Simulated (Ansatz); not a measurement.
Born–Oppenheimer molecular dynamics of a periodic cell of 16 atoms, Li (start crystal Li, start structure bcc, volume 1.1 times the crystal's). It starts from a structure without forces on its atoms.

Method: DFT PBE, scalar-relativistic, plane waves, PAW in Ansatz 0.2.0. Settings: accuracy low, cutoff 420 eV, k mesh 2x2x2, fermi-dirac smearing 0.11 eV, no spin polarisation.

```json
{"ensemble": "NVT, Langevin thermostat", "time step": "1 fs", "steps asked": "30", "set temperature": "1300 K", "friction": "0.02 /fs", "seed": "98428"}
```

First frame:

```xyz
16
Lattice="7.2053 0.0000 0.0000 0.0000 7.2053 0.0000 0.0000 0.0000 7.2053" Properties=species:S:1:pos:R:3
Li 0.000 0.000 0.000
Li 3.603 0.000 0.000
Li 0.000 3.603 0.000
Li 0.000 0.000 3.603
Li 1.801 1.801 1.801
Li 3.603 3.603 0.000
Li 3.603 0.000 3.603
Li 5.404 1.801 1.801
Li 0.000 3.603 3.603
Li 1.801 5.404 1.801
Li 1.801 1.801 5.404
Li 3.603 3.603 3.603
Li 5.404 5.404 1.801
Li 5.404 1.801 5.404
Li 1.801 5.404 5.404
Li 5.404 5.404 5.404
```

Q: What does the run give?

A: All steps were run.

```
steps done                                               : 30
time covered                                             : 30 fs
mean temperature over the second half                    : 774 K
spread of the potential energy over the second half      : 21.8 meV per atom
mean potential energy of the second half above the start : 91.9 meV per atom
```

The mean temperature of the second half is 40 % below the set value. A run of 0.03 ps of so small a system gives no equilibrium averages. Limits of this set-up: coarse k mesh, low accuracy level.

Q: What happens to the structure?

A: Mean squared displacements from the first frame to the last, about the centre of mass: Li 0.23 Å². The details hang on the random start.

Q: How do temperature and energy run in time?

A: 
```json
{"time (fs)": "0.0", "T (K)": "1219", "potential energy less start (eV)": "0.000"}
{"time (fs)": "1.0", "T (K)": "1235", "potential energy less start (eV)": "0.004"}
{"time (fs)": "2.0", "T (K)": "1353", "potential energy less start (eV)": "0.014"}
{"time (fs)": "3.0", "T (K)": "1209", "potential energy less start (eV)": "0.033"}
{"time (fs)": "4.0", "T (K)": "1150", "potential energy less start (eV)": "0.058"}
{"time (fs)": "5.0", "T (K)": "1147", "potential energy less start (eV)": "0.091"}
{"time (fs)": "6.0", "T (K)": "1212", "potential energy less start (eV)": "0.131"}
{"time (fs)": "7.0", "T (K)": "1186", "potential energy less start (eV)": "0.179"}
{"time (fs)": "8.0", "T (K)": "1137", "potential energy less start (eV)": "0.233"}
{"time (fs)": "9.0", "T (K)": "1200", "potential energy less start (eV)": "0.294"}
{"time (fs)": "10.0", "T (K)": "1296", "potential energy less start (eV)": "0.365"}
{"time (fs)": "11.0", "T (K)": "1295", "potential energy less start (eV)": "0.448"}
{"time (fs)": "12.0", "T (K)": "1235", "potential energy less start (eV)": "0.540"}
{"time (fs)": "13.0", "T (K)": "1164", "potential energy less start (eV)": "0.637"}
{"time (fs)": "14.0", "T (K)": "1090", "potential energy less start (eV)": "0.738"}
{"time (fs)": "15.0", "T (K)": "963", "potential energy less start (eV)": "0.837"}
{"time (fs)": "16.0", "T (K)": "898", "potential energy less start (eV)": "0.933"}
{"time (fs)": "17.0", "T (K)": "905", "potential energy less start (eV)": "1.027"}
{"time (fs)": "18.0", "T (K)": "849", "potential energy less start (eV)": "1.123"}
{"time (fs)": "19.0", "T (K)": "843", "potential energy less start (eV)": "1.220"}
{"time (fs)": "20.0", "T (K)": "818", "potential energy less start (eV)": "1.314"}
{"time (fs)": "21.0", "T (K)": "850", "potential energy less start (eV)": "1.407"}
{"time (fs)": "22.0", "T (K)": "712", "potential energy less start (eV)": "1.492"}
{"time (fs)": "23.0", "T (K)": "674", "potential energy less start (eV)": "1.563"}
{"time (fs)": "24.0", "T (K)": "721", "potential energy less start (eV)": "1.628"}
{"time (fs)": "25.0", "T (K)": "756", "potential energy less start (eV)": "1.689"}
{"time (fs)": "26.0", "T (K)": "781", "potential energy less start (eV)": "1.748"}
{"time (fs)": "27.0", "T (K)": "712", "potential energy less start (eV)": "1.808"}
{"time (fs)": "28.0", "T (K)": "630", "potential energy less start (eV)": "1.862"}
{"time (fs)": "29.0", "T (K)": "633", "potential energy less start (eV)": "1.914"}
{"time (fs)": "30.0", "T (K)": "629", "potential energy less start (eV)": "1.953"}
```

Run time: 5.9 min on 1 thread of AMD EPYC 7571 (shared host), peak memory 0.61 GiB.
